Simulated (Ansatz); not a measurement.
# H3NOSi: interaction energy of a dimer with the counterpoise correction, by script

How strongly do two molecules of H3NOSi bind, and how much of that is basis error? Aim: the interaction energy of a dimer with the counterpoise correction, for H3NOSi, run from a script. SMILES: N[Si]O.

All numbers are computed with the Python package of Ansatz 0.2.0. Level of theory: MP2/def2-SVPD.

### Step 1. The system

Bond lengths: N1–Si2 1.634 Å, Si2–O3 1.627 Å, N1–H4 1.005 Å, N1–H5 1.052 Å, O3–H6 0.966 Å. Angles: N1–Si2–O3 99.4°, Si2–N1–H4 110.4°, Si2–N1–H5 111.4°, H4–N1–H5 99.5°, Si2–O3–H6 117.3°.

No structure file is read: the coordinates are typed or built in the script.

### Step 2. Script

Contents of h3nosi.py:

```python
'''Binding of a H3NOSi dimer at a trial geometry.'''

import ansatz as az

FIRST = [
    ('N', (-0.8283, 0.003, -0.2548)),
    ('Si', (0.6304, -0.6052, -0.6716)),
    ('O', (1.4819, -0.1858, 0.6496)),
    ('H', (-1.4844, -0.1158, -1.0062)),
    ('H', (-0.8069, 1.0542, -0.2073)),
    ('H', (1.0075, -0.1506, 1.4903)),
]
SECOND = [
    ('N', (-0.3852, 1.5763, 2.8785)),
    ('Si', (-0.5825, 2.9247, 1.976)),
    ('O', (0.2274, 3.9877, 2.9036)),
    ('H', (-0.8892, 0.8075, 2.4734)),
    ('H', (-0.8924, 1.6516, 3.7977)),
    ('H', (0.9739, 3.6507, 3.4158)),
]

def energy(atoms, ghosts=()):
    molecule = az.Crystal.molecule()
    for symbol, xyz in atoms:
        molecule = molecule.atom(symbol, xyz)
    calc = (
        molecule.calculation()
        .basis(gaussian='def2-SVPD')  # atom-centred Gaussian functions
        .correlation('mp2')
    )
    deck = calc.input()
    if ghosts:
        deck = deck.set(az.key.basis.gaussian.ghost_atoms, [{'symbol': s, 'position_ang': list(xyz)} for s, xyz in ghosts])
    return az.Session.from_dict(deck).plan().execute().report['free_energy_ev']

# monomers in their own basis and in the basis of the dimer
both = energy(FIRST + SECOND)
alone = energy(FIRST) + energy(SECOND)
ghosted = energy(FIRST, SECOND) + energy(SECOND, FIRST)
print(f'dimer {both:.6f} eV')
print(f'interaction, uncorrected   {23.060548 * (both - alone):8.3f} kcal/mol')
print(f'interaction, counterpoise  {23.060548 * (both - ghosted):8.3f} kcal/mol')
print(f'basis-set superposition    {23.060548 * (alone - ghosted):8.3f} kcal/mol')
```

### Step 3. The run

On the command line:

```console
python h3nosi.py
```

**Question.** How large is the interaction at this pose, and how much of it is basis-set superposition?

The runs gave:

```
                        quantity            value
 interaction energy, uncorrected  -5.488 kcal/mol
interaction energy, counterpoise  -2.758 kcal/mol
                   runs compared                5
```

In words: The counterpoise correction takes away 50 % of the apparent binding. Uncorrected it is -5.488 kcal/mol, with the counterpoise correction -2.758 kcal/mol; the difference, 2.73 kcal/mol, is the superposition error. The dimer is a generated trial pose of unrelaxed monomers, not a minimum, so the figure is no binding energy, and the basis set is small.
